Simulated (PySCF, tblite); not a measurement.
**C₅H₁₁FSi₂: geometry, infrared bands and NMR shifts**

What infrared bands and NMR shifts should C₅H₁₁FSi₂ (`F[SiH2][SiH2]C1=CCCC1`) show?

Programs: tblite 0.8.0 and PySCF 2.14.0, with density-fitted response routines of our own. Each step states its level of theory. These are calculated values for one molecule in the gas phase, unless marked as measured. Atoms are numbered from 0 throughout.

## (1) The starting structure

19 atoms, charge 0, multiplicity 1; geometry from: force field or distance geometry start.

Bonds of the start (Å): F0–Si1 1.72, Si1–Si2 2.19, Si2–C3 1.86, C3–C4 1.34, C4–C5 1.51, C5–C6 1.53, C6–C7 1.54, C7–C3 1.50, Si1–H8 1.46, Si1–H9 1.47, Si2–H10 1.49, Si2–H11 1.47, C4–H12 1.10, C5–H13 1.09, C5–H14 1.11, C6–H15 1.10, C6–H16 1.12, C7–H17 1.08, C7–H18 1.13.

## (2) Relaxing the molecule with GFN2-xTB

Job settings and geometry (Å):

```
{"job": {"kind": "relax", "xc": "GFN2-xTB", "basis": "xTB"}, "charge": 0, "multiplicity": 1}
F      4.595900    -0.352100    -0.774800
Si     3.169100     0.433800    -0.228500
Si     1.554100    -1.052100    -0.237700
C     -0.148200    -0.297100    -0.204300
C     -1.116400    -0.584700    -1.089200
C     -2.355600     0.199500    -0.749800
C     -2.182100     0.245900     0.772700
C     -0.702900     0.678700     0.787200
H      2.947800     1.515900    -1.177800
H      3.502700     0.916200     1.124800
H      1.684100    -1.839900    -1.500500
H      1.696100    -2.001500     0.880100
H     -1.023100    -1.272200    -1.942200
H     -3.265600    -0.329000    -1.033300
H     -2.232900     1.212800    -1.188300
H     -2.837600     0.971400     1.268100
H     -2.290900    -0.795600     1.164500
H     -0.248600     0.634300     1.764600
H     -0.755700     1.724800     0.372100
```

Started as:

```console
OMP_NUM_THREADS=1 python probes_run.py task.json out
```

The driver reads the jobs from task.json and runs them one after another.

**Question.** This job is followed by: GFN2-xTB harmonic vibrations, gas phase; GIAO PBE0/pcSseg-1 NMR shielding, non-relativistic, gas phase. What will the session give for the following? strongest single infrared mode (GFN2-xTB); zero-point energy (GFN2-xTB); 13C shifts against TMS (PBE0/pcSseg-1); 1H shifts against TMS (PBE0/pcSseg-1, means over atoms taken as alike); 19F shifts against CFCl3 (PBE0/pcSseg-1); 29Si shifts against TMS (PBE0/pcSseg-1); surface potential, 1st and 99th percentile.

The runs gave:

| quantity | value |
| --- | --- |
| strongest single infrared mode (GFN2-xTB) | 663 cm⁻¹, 685 km/mol |
| zero-point energy (GFN2-xTB) | 88.1 kcal/mol |
| 13C shifts against TMS (PBE0/pcSseg-1) | 154.8, 139.1, 42.7, 39.4, 27.1 ppm |
| 1H shifts against TMS (PBE0/pcSseg-1, means over atoms taken as alike) | 6.40, 5.72, 4.47, 2.54, 2.28, 1.91 ppm |
| 19F shifts against CFCl3 (PBE0/pcSseg-1) | -266.0 ppm |
| 29Si shifts against TMS (PBE0/pcSseg-1) | 10.1, -84.9 ppm |
| surface potential, 1st and 99th percentile | -1.23 V and 1.31 V |

In words: Relaxing lowered the energy by 0.701 eV in 90 steps; the close pair that moved most is Si1–Si2, from 2.195 to 2.307 Å. No mode is imaginary among the 51: a minimum at this level. The strongest single mode, at 663 cm⁻¹, is spread over many atoms; the largest shares are those of H11, H10. Unscaled tight-binding wavenumbers are off by several per cent, some by more. Its intensities can rank the bands wrongly. The most deshielded hydrogen is H12 (hydrogen on an alkene CH), at 6.40 ppm: a vinylic proton, deshielded by the sp2 carbon and the C=C anisotropy. By nearest atom (PBE0/pcSseg-1), the HOMO sits on C3, C4 about 30 % each and the LUMO on Si1 23 %; F0 12 %.
